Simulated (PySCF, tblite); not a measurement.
# C6H9BO2: geometry, infrared bands and NMR shifts

Wanted: the infrared bands and NMR shifts of C6H9BO2 (`BCO/C(C#C)=C/OC`), by calculation.

The runs use tblite 0.8.0 and PySCF 2.14.0, with density-fitted response routines of our own; the level of theory stands in each step. All values are computed, except where a source is named. Atoms are numbered from 0 throughout.

## 1. Starting geometry

18 atoms, charge 0, multiplicity 1; geometry from: force field or distance geometry start.

Bonds of the start (Å): B0–C1 1.60, C1–O2 1.40, O2–C3 1.40, C3–C4 1.45, C4–C5 1.21, C3–C6 1.32, C6–O7 1.39, O7–C8 1.43, B0–H9 1.17, B0–H10 1.17, C1–H11 1.12, C1–H12 1.09, C5–H13 1.06, C6–H14 1.07, C8–H15 1.12, C8–H16 1.09, C8–H17 1.12.

## 2. Optimising the geometry with GFN2-xTB

The job: settings as JSON, then the geometry in Å.

```
{"job": {"kind": "relax", "xc": "GFN2-xTB", "basis": "xTB"}, "charge": 0, "multiplicity": 1}
B      3.630900    -0.591200    -0.680800
C      2.150900     0.012000    -0.657600
O      1.316800    -0.675300     0.230900
C     -0.018500    -0.274600     0.372600
C     -0.604900    -0.179300     1.697300
C     -1.105100    -0.110300     2.796500
C     -0.746600    -0.001300    -0.697400
O     -2.072700     0.396000    -0.613300
C     -3.072100    -0.602100    -0.375900
H      3.887800    -1.685000    -0.349100
H      4.493000     0.024000    -1.179300
H      2.268800     1.037000    -0.215900
H      1.709400     0.101100    -1.647300
H     -1.527900    -0.043800     3.767000
H     -0.328600    -0.068300    -1.682800
H     -4.101100    -0.167400    -0.324600
H     -3.053800    -1.422300    -1.094700
H     -2.835200    -1.007600     0.642600
```

On the command line:

```
$ OMP_NUM_THREADS=1 python probes_run.py task.json out
```

This one command runs all jobs of the session in turn.

**Question.** This job is followed by: GFN2-xTB harmonic vibrations, gas phase; GIAO PBE0/pcSseg-1 NMR shielding, non-relativistic, gas phase. Predict these results of the whole session: strongest single infrared mode (GFN2-xTB); zero-point energy (GFN2-xTB); 13C shifts against TMS (PBE0/pcSseg-1); 1H shifts against TMS (PBE0/pcSseg-1, means over atoms taken as alike); 11B shifts against BF3·OEt2 (PBE0/pcSseg-1); 17O shifts against H2O (PBE0/pcSseg-1).

As calculated:

```
                                                              quantity                                     value
                             strongest single infrared mode (GFN2-xTB)                     1128 cm⁻¹, 346 km/mol
                                          zero-point energy (GFN2-xTB)                             83.1 kcal/mol
                                13C shifts against TMS (PBE0/pcSseg-1)  144.5, 130.1, 91.6, 85.0, 74.7, 59.2 ppm
1H shifts against TMS (PBE0/pcSseg-1, means over atoms taken as alike)          7.96, 6.40, 4.29, 4.02, 2.85 ppm
                           11B shifts against BF3·OEt2 (PBE0/pcSseg-1)                                  88.1 ppm
                                17O shifts against H2O (PBE0/pcSseg-1)                            91.7, 84.0 ppm
```

In words: Over 160 steps the energy fell by 0.588 eV; of the close pairs, C3–C4 changed most, 1.452 to 1.421 Å. All 48 modes are real, so the xTB geometry is a minimum. The strongest single mode, at 1128 cm⁻¹, is spread over many atoms; the largest shares are those of O2, C3. Unscaled tight-binding wavenumbers are off by several per cent, some by more. Its intensities can rank the bands wrongly. At PBE0/pcSseg-1: Shielding is most anisotropic at C4 (span 294 ppm, paramagnetic term -151 ppm).
